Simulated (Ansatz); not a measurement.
Predict the output of the script below (the Ansatz DFT code, driven from Python).

Script `k3eu_pdos.py`:
```python
"""Projected density of states of K3Eu."""

from dataclasses import dataclass
import logging
import sys

import ansatz as az
import numpy as np

logging.basicConfig(stream=sys.stdout, format="%(levelname)s:%(name)s:%(message)s")
logger = logging.getLogger("k3eu")
logger.setLevel(logging.INFO)


@dataclass(frozen=True)
class Settings:
    mesh: tuple[int, ...] = (4, 4, 4)
    functional: str = "pbe"
    n_empty: int = 22


cfg = Settings()


def main() -> None:
    system = (
        az.Lattice.of((9.169562, 0.0, 0.0), (-4.584781, 7.941074, 0.0), (0.0, 0.0, 7.446487))
        .atom("K", (0.336777, 0.168388, 0.75))
        .atom("K", (0.831611, 0.168388, 0.75))
        .atom("K", (0.831611, 0.663223, 0.75))
        .atom("K", (0.663223, 0.831611, 0.25))
        .atom("K", (0.168388, 0.831611, 0.25))
        .atom("K", (0.168388, 0.336777, 0.25))
        .atom("Eu", (2 / 3, 1 / 3, 0.25), moment=7)
        .atom("Eu", (1 / 3, 2 / 3, 0.75), moment=-7)
    )

    base = (
        system.calculation()
        .kpoints(*cfg.mesh, center="gamma")
        .spin("collinear")
        .functional(cfg.functional)
        .occupations(az.OccupationsMethod.FERMI_DIRAC)
        .scf(extra_bands=cfg.n_empty)
        .density_of_states(projected=True, method="smearing", broadening_width=0.15, energy_step=0.1)
    )
    def show(event):
        row = event["data"]
        if event["event"] == "scf_iter" and row.get("harris_foulkes_ev") is not None:
            logger.info(f"  iteration {row['iter']:3d}  Harris-Foulkes {row['harris_foulkes_ev']:.5f} eV  residual {row['dr2_ev']:.2e}")


    outcome = base.session().plan().execute(on_event=show)
    report = outcome.report

    dos = outcome.density_of_states()
    energy = np.asarray(dos.energies_ev) - dos.fermi_ev
    curves = {}
    for site in outcome.projected_density_of_states().sites:
        for shell in site.shells:
            weight = sum(np.sum(curve.g_bin_mean_per_ev, axis=0) for curve in shell.curves)
            name = f"{site.species} {shell.label}"
            curves[name] = curves.get(name, 0) + weight

    step = energy[1] - energy[0]
    windows = [(-6, -3), (-3, 0), (0, 6)]
    print("states by shell in windows of E - E_F (eV):", windows)
    for name, g in curves.items():
        print(f"{name:8s}", " ".join(f"{step * g[(energy >= a) & (energy < b)].sum():8.3f}" for a, b in windows))
    filled = (energy < 0) & (energy > -6)
    for name, g in curves.items():
        if g[filled].sum() * step > 0.5:
            logger.info(f"centre of {name}: {np.average(energy[filled], weights=g[filled]):.2f} eV")


if __name__ == "__main__":
    main()
```

```console
$ python k3eu_pdos.py
DeckWarning: the atoms were moved onto the symmetric positions of the space group found under crystal.symmetry.tolerance 1.0e-5 (fractional; no operation is sought that the atoms, as they stand in a round, miss by more than twice it, and no atom is moved by [...]
DeckWarning: basis.ecutwfc = 420 eV, auto-derived from the records' recommended cutoffs: set by K (normal level)
INFO:k3eu:  iteration   1  Harris-Foulkes -26754.11154 eV  residual 1.92e+00
INFO:k3eu:  iteration   2  Harris-Foulkes -26755.35788 eV  residual 5.48e-01
INFO:k3eu:  iteration   3  Harris-Foulkes -26756.89586 eV  residual 3.00e-01
INFO:k3eu:  iteration   4  Harris-Foulkes -26758.11671 eV  residual 1.14e-01
INFO:k3eu:  iteration   5  Harris-Foulkes -26758.27693 eV  residual 5.67e-03
INFO:k3eu:  iteration   6  Harris-Foulkes -26758.28196 eV  residual 9.30e-03
INFO:k3eu:  iteration   7  Harris-Foulkes -26758.29159 eV  residual 4.86e-04
INFO:k3eu:  iteration   8  Harris-Foulkes -26758.29201 eV  residual 7.25e-05
INFO:k3eu:  iteration   9  Harris-Foulkes -26758.29200 eV  residual 1.85e-05
INFO:k3eu:  iteration  10  Harris-Foulkes -26758.29201 eV  residual 1.40e-05
INFO:k3eu:  iteration  11  Harris-Foulkes -26758.29202 eV  residual 6.18e-07
INFO:k3eu:  iteration  12  Harris-Foulkes -26758.29202 eV  residual 1.05e-07
INFO:k3eu:  iteration  13  Harris-Foulkes -26758.29202 eV  residual 4.29e-09
states by shell in windows of E - E_F (eV): [(-6, -3), (-3, 0), (0, 6)]
K 3S        0.000    0.016    0.030
K 4S        0.000    5.442    4.541
K 3P        0.000    0.055    0.050
Eu 5S       0.000    0.011    0.013
Eu 6S       0.000    2.627    1.042
Eu 5P       0.000    0.021    0.007
Eu 5D       0.000    1.103   17.141
Eu 4F       0.000   13.992    1.208
INFO:k3eu:centre of K 4S: -0.94 eV
INFO:k3eu:centre of Eu 6S: -1.40 eV
INFO:k3eu:centre of Eu 5D: -0.48 eV
INFO:k3eu:centre of Eu 4F: -0.86 eV
```
(Warnings from the package without file and line, shortened.)

Reading the output:
- Total energies depend on the potentials; only differences at equal settings carry meaning. A total without «per atom» is that of the whole cell that was run.
- Open f shells: without a Hubbard U, without spin-orbit coupling; the state reached hangs on the start and needn't be the lowest.
- The empty d shell of the heavier alkali and alkaline-earth atoms, which makes much of a conduction band, may have no channel.
- This cell is a computed structure, which may not be the phase found in nature.
- Curves are summed over the cell's atoms. Only shells that the potentials hold have channels, so projections don't add up to the total, least of all where a shell is missing (p of most metals); heights and places of peaks move with the mesh.
- The computed bands are complete only to about 3.3 eV above the Fermi level; beyond that the density of states is undercounted.
- A band centre counts only the states inside the window taken.
- Finished in 2.1 min on 1 thread of Arm Neoverse V2, on a shared host, peak memory 1.1 GiB.
